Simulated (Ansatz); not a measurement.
# BFH₄Sn (SMILES F[BH][SnH3]): single points off equilibrium

How do the functionals fare away from a minimum? The structure is a structure displaced at random from a GFN2-xTB minimum.

Program: Ansatz 0.2.0, Gaussian basis. Level of theory: single points in def2-TZVPP. These are calculated values, not measurements.

Cores are frozen in the correlated methods. Filled d shells of the heavier atoms are correlated. Core potentials replace the inner electrons past krypton, and spin-orbit coupling is left out.

**1. The system as given**

7 atoms, charge 0, spin multiplicity 1.

Atoms are counted from 1 here; the program's logs count them from 0.

Bond lengths: B2–Sn3 2.219 Å, B2–H4 1.235 Å, Sn3–H5 1.837 Å, Sn3–H6 1.917 Å, Sn3–H7 1.986 Å. Angles: Sn3–B2–H4 127.3°, B2–Sn3–H5 117.3°, B2–Sn3–H6 114.8°, B2–Sn3–H7 112.0°, H5–Sn3–H6 104.3°, H5–Sn3–H7 99.3°, H6–Sn3–H7 107.6°.

Coordinates:

```csv
atom,x (Å),y (Å),z (Å)
F1,-0.27000,-2.56500,-0.39620
B2,-0.48650,-1.19600,0.41990
Sn3,0.08030,0.88340,-0.10660
H4,-0.80320,-1.62650,1.53280
H5,-0.62030,1.58150,-1.65510
H6,-0.33030,2.19270,1.23140
H7,2.01380,1.04160,-0.52990
```

**2. CCSD(T)/def2-TZVPP**

Input file run/in.yaml:

```yaml
crystal:
  periodic: [false, false, false]
  atoms:
    - {symbol: F, position_ang: [-0.270000, -2.565000, -0.396200]}
    - {symbol: B, position_ang: [-0.486500, -1.196000, 0.419900]}
    - {symbol: Sn, position_ang: [0.080300, 0.883400, -0.106600]}
    - {symbol: H, position_ang: [-0.803200, -1.626500, 1.532800]}
    - {symbol: H, position_ang: [-0.620300, 1.581500, -1.655100]}
    - {symbol: H, position_ang: [-0.330300, 2.192700, 1.231400]}
    - {symbol: H, position_ang: [2.013800, 1.041600, -0.529900]}
basis:
  gaussian: {orbitals: def2-TZVPP}
correlation: {method: ccsd_t}
output: {forces: true}
```

Command:

```console
ansatz run in.yaml --threads 4 --pin off --events-out ev --progress --plain --max-ram 5222MiB
```

**3. PBE0-D4/def2-TZVPP**

run/in.yaml: that of step 2 with these lines changed.

```diff
@@ -12,3 +12,3 @@
   gaussian: {orbitals: def2-TZVPP}
-correlation: {method: ccsd_t}
-output: {forces: true}
+hamiltonian: {xc: pbe0, dispersion: d4}
+output: {forces: true, orbitals: {seedname: orbitals}}
```

**4. wB97M-V/def2-TZVPP**

run/in.yaml: that of step 3 with these lines changed.

```diff
@@ -12,3 +12,3 @@
   gaussian: {orbitals: def2-TZVPP}
-hamiltonian: {xc: pbe0, dispersion: d4}
-output: {forces: true, orbitals: {seedname: orbitals}}
+hamiltonian: {xc: {name: wB97M-V}}
+output: {forces: true}
```

**5. r2SCAN-D4/def2-TZVPP**

run/in.yaml: that of step 4 with these lines changed.

```diff
@@ -12,3 +12,3 @@
   gaussian: {orbitals: def2-TZVPP}
-hamiltonian: {xc: {name: wB97M-V}}
+hamiltonian: {xc: r2scan, dispersion: d4}
 output: {forces: true}
```

**6. PBE-D4/def2-TZVPP**

run/in.yaml: that of step 5 with these lines changed.

```diff
@@ -12,3 +12,3 @@
   gaussian: {orbitals: def2-TZVPP}
-hamiltonian: {xc: r2scan, dispersion: d4}
+hamiltonian: {xc: pbe, dispersion: d4}
 output: {forces: true}
```

**7. r2SCANh-D4/def2-TZVPP**

run/in.yaml: that of step 6 with these lines changed.

```diff
@@ -12,3 +12,3 @@
   gaussian: {orbitals: def2-TZVPP}
-hamiltonian: {xc: pbe, dispersion: d4}
+hamiltonian: {xc: {name: r2SCANh}, dispersion: d4}
 output: {forces: true}
```

**8. SPW92/def2-TZVPP**

run/in.yaml: that of step 7 with these lines changed.

```diff
@@ -12,3 +12,3 @@
   gaussian: {orbitals: def2-TZVPP}
-hamiltonian: {xc: {name: r2SCANh}, dispersion: d4}
+hamiltonian: {xc: lda}
 output: {forces: true}
```

(Steps that only read results are left out.)

What does the calculation give? Wanted: energy less free atoms, CCSD(T)/def2-TZVPP; RMS force component; RMS force error; HOMO and LUMO, PBE0-D4; T1 diagnostic.

As calculated:

| quantity | value |
| --- | --- |
| energy less free atoms, CCSD(T)/def2-TZVPP | -18.752 eV |
| RMS force component | 1.811 to 2.031 eV/Å over the methods |
| RMS force error | PBE0-D4 0.058, wB97M-V 0.040, r2SCAN-D4 0.082, PBE-D4 0.224, r2SCANh-D4 0.039, SPW92 0.239 eV/Å |
| HOMO and LUMO, PBE0-D4 | -8.72 and -3.05 eV |
| T1 diagnostic | 0.018 |

Against CCSD(T) the functionals' energies less atoms differ by -3.406 to -0.198 eV, PBE-D4 by -0.770 eV. CCSD(T) in triple zeta still lacks some correlation energy of the bonds, so part of these gaps is its own basis error and they don't rank the functionals. For forces r2SCANh-D4 does best and SPW92 worst. Frozen-core CCSD(T) forces in triple zeta carry basis errors of their own, and this is one geometry, so small gaps rank nothing.
